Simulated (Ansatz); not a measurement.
Runs of Ansatz 0.2.0 on GeW. It takes space group Fm-3m (No. 225, cubic). The conventional cell has a = 5.155 Å, b = 5.155 Å, c = 5.155 Å, α = 90.00°, β = 90.00°, γ = 90.00°. Ge (site symmetry m-3m) has 6 W at 2.58 Å as nearest neighbours. W (site symmetry m-3m) has 6 Ge at 2.58 Å as nearest neighbours. The cell was built by a generator and needn't be a form met in nature.

```csv
share of exact exchange,gap on the mesh (eV),pressure (GPa)
0.5,none,-11.5
0.1,none,-2.2
0.35,none,(b)
0.15,none,-3.4
0,none,(a)
```

Alike in all rows: task single point; level PBE0 form with a typed share of exact exchange; potentials or basis Ansatz PAW; no spin polarisation; cell as given; k mesh 5 × 5 × 5; cutoff (eV) 420; smearing fermi-dirac 0.05 eV; the mesh is coarse, so values aren't converged.

Estimate the missing entries.

(a) 0.5; (b) -8.1.

Caveats: all runs use coarse meshes; the PAW data sets come from PBE, with cores solved anew for the run's functional, which leaves a small shift of forces and pressure (some runs); the thresholds are loose for stress (some runs); the PAW data sets were made with another functional, which shifts forces and pressure a little (some runs).

A k mesh can miss the band edges, and the runs leave out spin-orbit coupling on Ge, W.

A gap of «none» marks a metal or a gap under the smearing width.
